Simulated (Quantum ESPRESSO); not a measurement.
Crystal: Cu.

```
Cu
1.0
    -1.64000    1.64000    1.64000
     1.64000   -1.64000    1.64000
     1.64000    1.64000   -1.64000
Cu
1
Direct
  0.00000 0.00000 0.00000
```

The cell was built by a generator and needn't be a form met in nature.

Base run:

```yaml
Program: Quantum ESPRESSO 7.5
Functional: LDA
Potentials_or_basis: GBRV 1.5 LDA
Cutoff: 762 eV
Density_cutoff: 6095 eV
k_mesh: 18 × 18 × 18
Occupations: methfessel-paxton, width 0.1 eV
Spin: no spin polarisation
```

Its results: band gap on the k mesh none (metal or under the smearing width); pressure -26.6 GPa.

The run is repeated on the same cell with these changes: functional from LDA to PBEsol; potentials or basis from GBRV 1.5 LDA to GBRV 1.5 PBEsol. What comes out?

Band gap on the k mesh none (metal or under the smearing width); pressure -24.0 GPa.

Caveats: so large a pressure means that the cell lies far from this level's equilibrium, or that cutoff or potentials fall short.

Not every run made on this cell is shown here.
